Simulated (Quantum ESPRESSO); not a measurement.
Wanted: the native input for a Quantum ESPRESSO 7.5 run.

```
Task                : dielectric tensor
Functional          : PBE
Potentials or basis : PseudoDojo 0.4.1 SR PBE standard
Cutoff              : 1088 eV
Density cutoff      : 4354 eV
k mesh              : 12 × 12 × 3
Occupations         : fermi-dirac, width 0.05 eV
Spin                : no spin polarisation
Mixing beta         : 0.5
Most SCF iterations : 120
SCF threshold       : 1.2e-09 Ry
```

Crystal: Te2Mo.

```
Mo Te
1.0
     3.51820    0.00000    0.00000
    -1.75910    3.04685    0.00000
     0.00000    0.00000   13.97360
Mo Te
2 4
Direct
  0.33333 0.66667 0.25000
  0.66667 0.33333 0.75000
  0.33333 0.66667 0.62100
  0.66667 0.33333 0.12100
  0.33333 0.66667 0.87900
  0.66667 0.33333 0.37900
```

One way to write it, as run:

pw.in

```
&CONTROL
  calculation = 'scf'
  prefix = 'pwscf'
  outdir = './tmp'
  pseudo_dir = './pseudo'
  tprnfor = .true.
  tstress = .true.
  disk_io = 'low'
/
&SYSTEM
  ibrav = 0
  celldm(1) = 8
  nat = 6
  ntyp = 2
  ecutwfc = 80
  nbnd = 60
  occupations = 'smearing'
  smearing = 'fd'
  degauss = 0.00367493
/
&ELECTRONS
  conv_thr = 1.2d-09
  electron_maxstep = 120
  mixing_beta = 0.5
/
ATOMIC_SPECIES
Mo    95.9500 Mo.upf
Te   127.6000 Te.upf
CELL_PARAMETERS alat
  0.8310543064573   0.0000000000000   0.0000000000000
 -0.4155271532286   0.7197141413178   0.0000000000000
  0.0000000000000   0.0000000000000   3.3007846218838
ATOMIC_POSITIONS crystal
Mo     0.3333333333    0.6666666667    0.2500000000
Mo     0.6666666667    0.3333333333    0.7500000000
Te     0.3333333333    0.6666666667    0.6210000000
Te     0.6666666667    0.3333333333    0.1210000000
Te     0.3333333333    0.6666666667    0.8790000000
Te     0.6666666667    0.3333333333    0.3790000000
K_POINTS automatic
12 12 3 0 0 0
```

scf2.in

```
&CONTROL
  calculation = 'scf'
  prefix = 'pwscf'
  outdir = './tmp'
  pseudo_dir = './pseudo'
  tprnfor = .true.
  tstress = .true.
  disk_io = 'low'
/
&SYSTEM
  ibrav = 0
  celldm(1) = 8
  nat = 6
  ntyp = 2
  ecutwfc = 80
  nbnd = 60
  occupations = 'fixed'
/
&ELECTRONS
  conv_thr = 1d-13
  electron_maxstep = 120
  mixing_beta = 0.5
  startingpot = 'file'
  startingwfc = 'file'
/
ATOMIC_SPECIES
Mo    95.9500 Mo.upf
Te   127.6000 Te.upf
CELL_PARAMETERS alat
  0.8310543064573   0.0000000000000   0.0000000000000
 -0.4155271532286   0.7197141413178   0.0000000000000
  0.0000000000000   0.0000000000000   3.3007846218838
ATOMIC_POSITIONS crystal
Mo     0.3333333333    0.6666666667    0.2500000000
Mo     0.6666666667    0.3333333333    0.7500000000
Te     0.3333333333    0.6666666667    0.6210000000
Te     0.6666666667    0.3333333333    0.1210000000
Te     0.3333333333    0.6666666667    0.8790000000
Te     0.6666666667    0.3333333333    0.3790000000
K_POINTS automatic
12 12 3 0 0 0
```

ph.in

```
dielectric of Te2Mo
&INPUTPH
  prefix = 'pwscf'
  outdir = './tmp'
  tr2_ph = 1d-18
  fildyn = 'dyn'
  niter_ph = 90
  alpha_mix(1) = 0.7
  epsil = .true.
  trans = .false.
  zeu = .true.
/
0.0000000000 0.0000000000 0.0000000000
```

Potentials or basis: PseudoDojo 0.4.1 SR PBE standard.

Launch:

```sh
$ OMP_NUM_THREADS=1 mpirun -n 4 pw.x -nk 4 -in pw.in > pw.out
$ OMP_NUM_THREADS=1 mpirun -n 4 pw.x -nk 4 -in scf2.in > scf2.out
$ OMP_NUM_THREADS=1 mpirun -n 4 ph.x -nk 4 -in ph.in > ph.out
```

It gave:

* Pressure: 3.4 GPa
* Largest force: 0.239 eV/Å
* Band gap on the k mesh: 0.74 eV, indirect (least direct gap 1.04 eV)
* Electronic dielectric tensor (diagonal): 19.98, 19.98, 10.84
* Born charges (mean of the diagonal): Mo -2.72; Te +1.36 e

Caveat: the cell is more than 3 GPa from zero pressure, which shifts response properties; on a mesh that holds Γ this program's dielectric tensor can be off by some percent beyond the error of the mesh; spin-orbit coupling is left out, which moves the levels of the heavy elements; an odd mesh through Γ misses points on the zone boundary, where band edges often lie; this functional lacks dispersion, which binds the layers, so the pressure and a relaxed spacing across them are unreliable.

It took 36 min on 4 MPI ranks on AMD EPYC 7R43 64-Core Processor (Zen 3), with other jobs on the host, peak memory 1.2 GiB a rank.
